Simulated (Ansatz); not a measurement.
# C3H11NZr: up Jacob's ladder to CCSD(T)

The task here is to estimate one member of a computed series from the others.

The runs use Ansatz 0.2.0, Gaussian basis; functionals in def2-TZVPP, the program's frozen cores in correlated methods.

Levels to be run: LDA (SPW92), PBE-D4, revPBE-D4, BLYP-D4, r2SCAN-D4, B97M-V, PBE0-D4, B3LYP-D4, r2SCANh-D4, r2SCAN0-D4, HSE06-D4, BHLYP-D4, CAM-B3LYP-D4, LC-ωPBE, ωB97X-V, ωB97M-V, B2PLYP, PBE-QIDH; CCSD(T)/def2-SVP; MP2/def2-TZVPP; MP2/def2-QZVPP; RPA on PBE.

1 further run of the same task is left out (for a known fault of the program). Runs told in other sessions of the task aren't counted.

### The relaxed structure

An earlier PBE0-D4 in a triple-zeta def2 set relaxation fixed the geometry. Zr takes the def2 core potential; no spin-orbit term is included.

SMILES `[CH3][Zr]([CH3])([CH3])[NH2]`, 16 atoms, charge 0, spin multiplicity 1.

Atoms are counted from 1 here; the program's logs count them from 0.

Bond lengths: C1–Zr2 2.229 Å, C1–H6 1.096 Å, C1–H7 1.099 Å, C1–H8 1.096 Å, Zr2–C3 2.223 Å, Zr2–C4 2.225 Å, Zr2–N5 2.026 Å, C3–H9 1.097 Å, C3–H10 1.098 Å, C3–H11 1.098 Å, C4–H12 1.098 Å, C4–H13 1.098 Å, C4–H14 1.096 Å, N5–H15 1.012 Å, N5–H16 1.012 Å. Angles: Zr2–C1–H6 112.3°, Zr2–C1–H7 109.9°, Zr2–C1–H8 112.1°, H6–C1–H7 107.6°, H6–C1–H8 107.3°, H7–C1–H8 107.5°, C1–Zr2–C3 107.5°, C1–Zr2–C4 106.3°, C1–Zr2–N5 107.5°, C3–Zr2–C4 112.0°, C3–Zr2–N5 112.0°, C4–Zr2–N5 111.1°, Zr2–C3–H9 112.7°, Zr2–C3–H10 110.1°, Zr2–C3–H11 111.5°, H9–C3–H10 107.4°, H9–C3–H11 107.4°, H10–C3–H11 107.4° and more.

Coordinates:

```xyz
16
C3H11NZr
C    -0.3647    1.0162   -1.8069
Zr   -0.1122    0.0442    0.1834
C     1.9431    0.5043    0.8960
C    -0.4137   -2.1356   -0.1426
N    -1.5305    0.8019    1.4159
H    -0.2598    2.1059   -1.7530
H     0.3976    0.6439   -2.5047
H    -1.3459    0.8051   -2.2482
H     1.9495    1.0586    1.8424
H     2.4714    1.1169    0.1534
H     2.5314   -0.4101    1.0463
H     0.3751   -2.7219    0.3466
H    -0.3712   -2.3612   -1.2166
H    -1.3766   -2.5017    0.2317
H    -1.4049    1.5523    2.0830
H    -2.4886    0.4812    1.4732
```

The first run:

in.yaml

```yaml
crystal:
  periodic: [false, false, false]
  atoms:
    - {symbol: C, position_ang: [-0.364731, 1.016159, -1.806921]}
    - {symbol: Zr, position_ang: [-0.112211, 0.044154, 0.183430]}
    - {symbol: C, position_ang: [1.943104, 0.504289, 0.896032]}
    - {symbol: C, position_ang: [-0.413679, -2.135621, -0.142605]}
    - {symbol: N, position_ang: [-1.530518, 0.801851, 1.415936]}
    - {symbol: H, position_ang: [-0.259758, 2.105879, -1.753048]}
    - {symbol: H, position_ang: [0.397640, 0.643924, -2.504735]}
    - {symbol: H, position_ang: [-1.345890, 0.805098, -2.248180]}
    - {symbol: H, position_ang: [1.949550, 1.058617, 1.842406]}
    - {symbol: H, position_ang: [2.471366, 1.116945, 0.153395]}
    - {symbol: H, position_ang: [2.531385, -0.410095, 1.046296]}
    - {symbol: H, position_ang: [0.375064, -2.721896, 0.346640]}
    - {symbol: H, position_ang: [-0.371233, -2.361156, -1.216616]}
    - {symbol: H, position_ang: [-1.376609, -2.501691, 0.231741]}
    - {symbol: H, position_ang: [-1.404863, 1.552309, 2.083023]}
    - {symbol: H, position_ang: [-2.488617, 0.481234, 1.473205]}
basis:
  gaussian: {orbitals: def2-TZVPP}
hamiltonian: {xc: lda}
output: {orbitals: {seedname: orbitals}}
```

The run is started by

```
$ ansatz run in.yaml --threads 4 --pin off --events-out ev --progress --plain --max-ram 11315MiB
```

Among the steps run: LDA; PBE-D4 (GGA); revPBE-D4 (GGA); BLYP-D4 (GGA); r2SCAN-D4 (meta-GGA); B97M-V (meta-GGA); B3LYP-D4 (hybrid); r2SCANh-D4 (hybrid); r2SCAN0-D4 (hybrid); HSE06-D4 (hybrid); BHLYP-D4 (hybrid); CAM-B3LYP-D4 (range-separated); LC-ωPBE (range-separated); ωB97X-V (range-separated); ωB97M-V (range-separated); B2PLYP (double hybrid); PBE-QIDH (double hybrid).

One of the session's tables, all rows but one given; the rest of the session is left out.

It belongs to the step «Frontier levels by functional». 

```
  functional  HOMO (eV)  gap (eV)
 LDA (SPW92)      -5.88      3.89
      PBE-D4      -5.75      4.00
   revPBE-D4      -5.70      4.05
     BLYP-D4          ?         ?
   r2SCAN-D4      -6.01      4.55
      B97M-V      -6.11      4.64
     PBE0-D4      -7.06      6.32
    B3LYP-D4      -6.84      5.83
  r2SCANh-D4      -6.50      5.40
  r2SCAN0-D4      -7.25      6.68
    HSE06-D4      -6.66      5.54
    BHLYP-D4      -8.29      8.66
CAM-B3LYP-D4      -8.48      8.89
     LC-ωPBE      -9.89     11.46
     ωB97X-V      -9.52     10.92
     ωB97M-V      -9.41     10.28
```

Estimate the missing values for BLYP-D4.

Worked estimate for «HOMO (eV)». Against the share of exact exchange, B3LYP-D4 (0.2, -6.84), BHLYP-D4 (0.5, -8.29) give a slope of -4.83 per unit share; at 0 the line stands at -5.87.

As computed: HOMO (eV): -5.63; gap (eV): 3.99. In «HOMO (eV)» the line misses by -0.24.
